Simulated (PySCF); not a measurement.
# SiSe: spin, charge, geometry and surroundings

How does SiSe answer to another spin, charge, distance or environment?

Method: method and basis as typed in the scripts; program: PySCF 2.14.0.

### Step 1. The system as given

SiSe: 2 atoms, charge 0, spin multiplicity 1.

Bond lengths: Si1–Se2 2.230 Å.

### Step 2. Base script

Input file input.py:

```python
from pyscf import gto, scf, mp

mol = gto.M(
    atom='Si 0 0 0; Se 0 0 2.23',
    basis='cc-pvdz',
    charge=0,
    spin=0,
    verbose=4,
)
mf = scf.UHF(mol)
mf.kernel()
mp.MP2(mf).kernel()
mf.dip_moment()
print('orbital energies (hartree):', [e[max(0, n-3):n+3].round(4) for e, n in zip(mf.mo_energy, mol.nelec)])
```

Run with:

```console
python input.py
```

The log of this run is left out.

Base result: E(SCF) = -2688.748266 Eh, 11 cycles, E(MP2) − E(SCF) = -0.22548 Eh, μ = 2.85 D (of the SCF density).

The bond length is a typed value, not an optimised one.

### Step 3. Bond 2.074 Å

Variant 1 changes bond length: 2.23 Å → 2.074 Å.

Input file input.py:

```python
from pyscf import gto, scf, mp

mol = gto.M(
    atom='Si 0 0 0; Se 0 0 2.074',
    basis='cc-pvdz',
    charge=0,
    spin=0,
    verbose=4,
)
mf = scf.UHF(mol)
mf.kernel()
mp.MP2(mf).kernel()
mf.dip_moment()
print('orbital energies (hartree):', [e[max(0, n-3):n+3].round(4) for e, n in zip(mf.mo_energy, mol.nelec)])
```

Run with:

```console
python input.py
```

### Step 4. Lengths in bohr

Variant 2 changes length unit: angstrom → bohr; bond length: 2.23 Å → 2.23 bohr.

Changes to input.py since step 2:

```diff
@@ -7,2 +7,3 @@
     spin=0,
+    unit='bohr',
     verbose=4,
```

### Step 5. Bond 2.788 Å

Variant 3 changes bond length: 2.23 Å → 2.788 Å.

Changes to input.py since step 2:

```diff
@@ -3,3 +3,3 @@
 mol = gto.M(
-    atom='Si 0 0 0; Se 0 0 2.23',
+    atom='Si 0 0 0; Se 0 0 2.788',
     basis='cc-pvdz',
```

### Step 6. Electric field 0.001 a.u.

Variant 4 changes electric field: none → 0.001 a.u.

Changes to input.py since step 2:

```diff
@@ -10,2 +10,7 @@
 mf = scf.UHF(mol)
+field = 0.001  # electric field along z, atomic units
+h = mf.get_hcore() + field*mol.intor('int1e_r')[2]
+mf.get_hcore = lambda *args: h
+e_nuc = mol.energy_nuc() - field*mol.atom_charges() @ mol.atom_coords()[:, 2]
+mf.energy_nuc = lambda *args: e_nuc
 mf.kernel()
```

### Step 7. Charge +1 (doublet)

Variant 5 changes charge: 0 → 1; spin (2S): 0 → 1.

Changes to input.py since step 2:

```diff
@@ -5,4 +5,4 @@
     basis='cc-pvdz',
-    charge=0,
-    spin=0,
+    charge=1,
+    spin=1,
     verbose=4,
```

What does the calculation give? Wanted: for each run, E(SCF); from base; gap, α spin; SCF dipole; after the SCF.

As calculated:

```tsv
run	E(SCF) (hartree)	from base (eV)	cycles	gap, α spin (eV)	SCF dipole (D)	after the SCF
base	-2688.748266	0	11	9.51	2.85	MP2 correlation -6.136 eV
bond 2.074 Å	-2688.761743	-0.3667	9	10.48	2.03	MP2 correlation -5.977 eV
lengths in bohr (poor choice)	-2687.036354	not comparable	10	11.01	1.40	MP2 correlation -5.251 eV
bond 2.788 Å	-2688.637578	+3.0120	22	7.08	5.37	MP2 correlation -6.466 eV
electric field 0.001 a.u.	-2688.747185	+0.0294	11	9.48	2.65	MP2 correlation -6.152 eV
charge +1 (doublet)	-2688.406940	+9.2880	20	10.97	n/a	MP2 correlation -5.276 eV
```

Of the runs whose energies can be compared, “bond 2.788 Å” moves the SCF energy most (+3.012 eV). At the SCF level, going to the doublet with one electron fewer costs 9.29 eV at fixed geometry, against 9.34 eV for the negative of the highest filled level. With bond 2.788 Å the frontier gap moves by over 1.5 eV, which can mean another electronic state rather than the bond length alone. Rows marked «poor choice» come from settings spoiled on purpose.
